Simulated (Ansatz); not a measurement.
# C4H13BSi: the cost of one run

All numbers below are computed with Ansatz 0.2.0 (RKS r2SCANh/6-31G).

## 1. The structure to begin with

Bond lengths (14 of 18 bonds, heavy atoms first): C1–Si2 1.866 Å, Si2–C3 1.873 Å, C3–B4 1.501 Å, B4–C5 1.604 Å, B4–C6 1.649 Å, C1–H7 1.148 Å, C1–H8 1.079 Å, C1–H9 1.114 Å, Si2–H10 1.451 Å, Si2–H11 1.468 Å, C3–H12 1.134 Å, C3–H13 1.117 Å, C5–H14 1.072 Å, C5–H15 1.102 Å. Angles (14 of 33 angles, heavy atoms first): C1–Si2–C3 110.5°, Si2–C3–B4 112.4°, C3–B4–C5 124.3°, C3–B4–C6 119.8°, C5–B4–C6 115.8°, C1–Si2–H10 111.1°, C1–Si2–H11 107.0°, C3–Si2–H10 109.0°, C3–Si2–H11 109.3°, Si2–C1–H7 105.6°, Si2–C1–H8 108.8°, Si2–C1–H9 109.1°, Si2–C3–H12 108.2°, Si2–C3–H13 109.9°.

As a file:

```xyz
19

C     0.3442   -2.3659   -0.6576
Si    1.5166   -0.9145   -0.6185
C     1.0014    0.3093    0.7027
B    -0.3254    0.9455    0.4055
C    -0.6073    1.9013   -0.8516
C    -1.6273    0.6123    1.3613
H    -0.6828   -1.9272   -0.9234
H     0.6516   -3.0403   -1.4424
H     0.2611   -2.7959    0.3663
H     1.5525   -0.2378   -1.9012
H     2.8467   -1.4448   -0.2962
H     1.0305   -0.2183    1.7060
H     1.7400    1.1456    0.7553
H     0.3233    2.0721   -1.3547
H    -1.3525    1.4487   -1.5250
H    -0.9757    2.9242   -0.4570
H    -1.3851    0.9592    2.3945
H    -1.8138   -0.4813    1.3764
H    -2.5399    1.1033    1.0161
```

## 2. End point A

Input file input.yaml:

```yaml
crystal:
  periodic: [false, false, false]
  atoms:
    - { symbol: C, position_ang: [0.3442, -2.3659, -0.6576] }
    - { symbol: Si, position_ang: [1.5166, -0.9145, -0.6185] }
    - { symbol: C, position_ang: [1.0014, 0.3093, 0.7027] }
    - { symbol: B, position_ang: [-0.3254, 0.9455, 0.4055] }
    - { symbol: C, position_ang: [-0.6073, 1.9013, -0.8516] }
    - { symbol: C, position_ang: [-1.6273, 0.6123, 1.3613] }
    - { symbol: H, position_ang: [-0.6828, -1.9272, -0.9234] }
    - { symbol: H, position_ang: [0.6516, -3.0403, -1.4424] }
    - { symbol: H, position_ang: [0.2611, -2.7959, 0.3663] }
    - { symbol: H, position_ang: [1.5525, -0.2378, -1.9012] }
    - { symbol: H, position_ang: [2.8467, -1.4448, -0.2962] }
    - { symbol: H, position_ang: [1.0305, -0.2183, 1.706] }
    - { symbol: H, position_ang: [1.74, 1.1456, 0.7553] }
    - { symbol: H, position_ang: [0.3233, 2.0721, -1.3547] }
    - { symbol: H, position_ang: [-1.3525, 1.4487, -1.525] }
    - { symbol: H, position_ang: [-0.9757, 2.9242, -0.457] }
    - { symbol: H, position_ang: [-1.3851, 0.9592, 2.3945] }
    - { symbol: H, position_ang: [-1.8138, -0.4813, 1.3764] }
    - { symbol: H, position_ang: [-2.5399, 1.1033, 1.0161] }
basis:
  gaussian: { orbitals: "6-31G" }
hamiltonian:
  xc: r2scanh
relax:
  f_tol: 0.02
  max_steps: 50
```

The run is started by

```bash
$ ansatz run input.yaml --threads 2 --pin off --max-ram 3072MiB --backend cpu --events-out ev --progress --plain --runs-dir out
```

What time and memory should one allow on 2 threads of AMD EPYC 7B13 (Zen 3), shared host?

About 84 s, with a peak of 0.27 GiB.
